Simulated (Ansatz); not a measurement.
# C3H3FO2Sn: how energies converge with the basis set

How large a basis does C3H3FO2Sn need? Two functionals are run in growing sets.

The runs use Ansatz 0.2.0, Gaussian basis; one geometry, several basis sets.

The runs, in order: PBE0-D4/def2-SVP; ωB97M-V/def2-SVP; PBE0-D4/def2-QZVPP; ωB97M-V/def2-QZVPP; the functionals' def2-TZVPP values are taken from earlier runs.

## Step 1: The relaxed structure

An earlier PBE0-D4 in a triple-zeta def2 set relaxation fixed the geometry. Sn takes the def2 core potential; no spin-orbit term is included.

SMILES `[F][Sn-]1[O]C=CC=[O+]1`, 10 atoms, charge 0, spin multiplicity 1.

Atoms are counted from 1 here; the program's logs count them from 0.

Bond lengths: F1–Sn2 1.949 Å, Sn2–O3 2.162 Å, Sn2–O7 2.162 Å, O3–C4 1.263 Å, C4–C5 1.390 Å, C4–H8 1.097 Å, C5–C6 1.390 Å, C5–H9 1.081 Å, C6–O7 1.263 Å, C6–H10 1.097 Å. Angles: F1–Sn2–O3 89.5°, F1–Sn2–O7 89.5°, O3–Sn2–O7 84.3°, Sn2–O3–C4 126.1°, O3–C4–C5 127.8°, O3–C4–H8 115.2°, C5–C4–H8 117.0°, C4–C5–C6 124.5°, C4–C5–H9 117.7°, C6–C5–H9 117.7°, C5–C6–O7 127.8°, C5–C6–H10 117.0°, O7–C6–H10 115.2°, Sn2–O7–C6 126.1°.

## Step 2: PBE0-D4 in def2-SVP

The input, in.yaml:

```yaml
crystal:
  periodic: [false, false, false]
  atoms:
    - {symbol: F, position_ang: [1.332337, -2.405987, -0.373753]}
    - {symbol: Sn, position_ang: [0.848201, -1.770613, 1.404256]}
    - {symbol: O, position_ang: [-1.076280, -1.152116, 0.637802]}
    - {symbol: C, position_ang: [-1.293040, -0.170972, -0.128211]}
    - {symbol: C, position_ang: [-0.417267, 0.853580, -0.468305]}
    - {symbol: C, position_ang: [0.867519, 0.993524, 0.043639]}
    - {symbol: O, position_ang: [1.471488, 0.221239, 0.840632]}
    - {symbol: H, position_ang: [-2.303022, -0.125506, -0.554153]}
    - {symbol: H, position_ang: [-0.776243, 1.619066, -1.142271]}
    - {symbol: H, position_ang: [1.429406, 1.886583, -0.256837]}
basis:
  gaussian: {orbitals: def2-SVP}
hamiltonian: {xc: pbe0, dispersion: d4}
output: {orbitals: {seedname: orbitals}}
```

Run with:

```console
ansatz run in.yaml --threads 4 --pin off --events-out ev --progress --plain --max-ram 11315MiB
```

Further steps of the session: ωB97M-V in def2-SVP; PBE0-D4 in def2-QZVPP; ωB97M-V in def2-QZVPP.

**Question.** What will the summary of the whole plan be? Wanted: PBE0-D4: double and triple zeta above quadruple; ωB97M-V: double and triple zeta above quadruple.

As calculated:

| quantity | value |
| --- | --- |
| PBE0-D4: double and triple zeta above quadruple | 12.65, 0.61 eV |
| ωB97M-V: double and triple zeta above quadruple | 12.95, 0.58 eV |

What this shows: For PBE0-D4 the step from double to triple zeta gains 12.03 eV and the next only 0.61 eV. Total energies overstate the basis error of differences, where much of it tends to cancel.
